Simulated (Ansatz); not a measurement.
# C3H7OSb: one species, many methods

The task here is to estimate one member of a computed series from the others.

Computed with Ansatz 0.2.0, Gaussian basis. Level: functionals in def2-TZVPP, the program's frozen cores in correlated methods.

Levels to be run: PBE-D4, r2SCAN-D4, PBE0-D4, B3LYP-D4, ωB97X-V, ωB97M-V, B2PLYP; CCSD(T)/def2-TZVPP; MP2/def2-QZVPP; extrapolation to the limit.

### The geometry

All runs share one geometry, relaxed beforehand with PBE0-D4 in a triple-zeta def2 set. Sb takes the def2 core potential; no spin-orbit term is included.

SMILES `C[C@H]1O[C@@H]1[SbH2]`, 12 atoms, charge 0, spin multiplicity 1.

Atoms are counted from 1 here; the program's logs count them from 0.

Bond lengths: C1–C2 1.495 Å, C1–H6 1.093 Å, C1–H7 1.091 Å, C1–H8 1.093 Å, C2–O3 1.423 Å, C2–C4 1.462 Å, C2–H9 1.090 Å, O3–C4 1.424 Å, C4–Sb5 2.162 Å, C4–H10 1.091 Å, Sb5–H11 1.713 Å, Sb5–H12 1.709 Å. Angles: C2–C1–H6 110.6°, C2–C1–H7 110.6°, C2–C1–H8 110.4°, H6–C1–H7 108.4°, H6–C1–H8 108.0°, H7–C1–H8 108.8°, C1–C2–O3 116.4°, C1–C2–C4 122.2°, C1–C2–H9 115.7°, O3–C2–C4 59.1°, O3–C2–H9 113.5°, C4–C2–H9 117.0°, C2–O3–C4 61.8°, C2–C4–O3 59.1°, C2–C4–Sb5 124.0°, C2–C4–H10 117.1°, O3–C4–Sb5 115.3°, O3–C4–H10 113.9° and more.

Coordinates:

```xyz
12
charge 0, multiplicity 1
C    -1.73873    0.46764   -0.27327
C    -0.24457    0.46331   -0.30968
O     0.41292    1.33768    0.60002
C     0.56022   -0.06559    0.78975
Sb    2.57246   -0.82184    0.56046
H    -2.13373    1.34750   -0.78757
H    -2.09771    0.48066    0.75734
H    -2.13461   -0.42072   -0.77217
H     0.20468    0.44986   -1.30222
H     0.02409   -0.45296    1.65734
H     2.03494   -2.41164    0.21671
H     2.61684   -0.42910   -1.10270
```

Set-up of the first run:

in.yaml reads:

```yaml
crystal:
  periodic: [false, false, false]
  atoms:
    - {symbol: C, position_ang: [-1.738729, 0.467640, -0.273268]}
    - {symbol: C, position_ang: [-0.244571, 0.463305, -0.309685]}
    - {symbol: O, position_ang: [0.412923, 1.337681, 0.600024]}
    - {symbol: C, position_ang: [0.560223, -0.065590, 0.789749]}
    - {symbol: Sb, position_ang: [2.572461, -0.821838, 0.560458]}
    - {symbol: H, position_ang: [-2.133732, 1.347505, -0.787567]}
    - {symbol: H, position_ang: [-2.097715, 0.480661, 0.757339]}
    - {symbol: H, position_ang: [-2.134610, -0.420720, -0.772166]}
    - {symbol: H, position_ang: [0.204681, 0.449856, -1.302225]}
    - {symbol: H, position_ang: [0.024092, -0.452958, 1.657339]}
    - {symbol: H, position_ang: [2.034938, -2.411643, 0.216706]}
    - {symbol: H, position_ang: [2.616837, -0.429101, -1.102701]}
basis:
  gaussian: {orbitals: def2-TZVPP}
hamiltonian: {xc: pbe, dispersion: d4}
output: {forces: true, orbitals: {seedname: orbitals}}
```

Started as:

```bash
$ ansatz run in.yaml --threads 4 --pin off --events-out ev --progress --plain --max-ram 10444MiB
```

Steps of the session up to this table: PBE-D4 (GGA); r2SCAN-D4 (meta-GGA); PBE0-D4 (hybrid); B3LYP-D4 (hybrid); ωB97X-V (range-separated); ωB97M-V (range-separated); B2PLYP (double hybrid); CCSD(T) in def2-TZVPP; MP2 in def2-QZVPP.

One table of the session follows, with a row left open; its other results are not shown here.

| method | atomisation energy (kcal/mol) |
| --- | --- |
| PBE-D4 | 1056.1 |
| r2SCAN-D4 | 1029.0 |
| PBE0-D4 | 1032.1 |
| B3LYP-D4 | 1028.3 |
| ωB97X-V | 1033.5 |
| ωB97M-V | 1028.0 |
| B2PLYP | 1014.2 |
| HF/def2-TZVPP | 712.3 |
| MP2/def2-TZVPP | 1010.4 |
| CCSD/def2-TZVPP | 981.2 |
| CCSD(T)/def2-TZVPP | 999.3 |
| MP2/CBS | ? |
| CCSD(T)/CBS | 1026.9 |

**Question.** Estimate the row for MP2/CBS.

**Answer.** atomisation energy (kcal/mol): 1037.9. In the column «atomisation energy (kcal/mol)» it lies between ωB97X-V (1033.5) and PBE-D4 (1056.1).
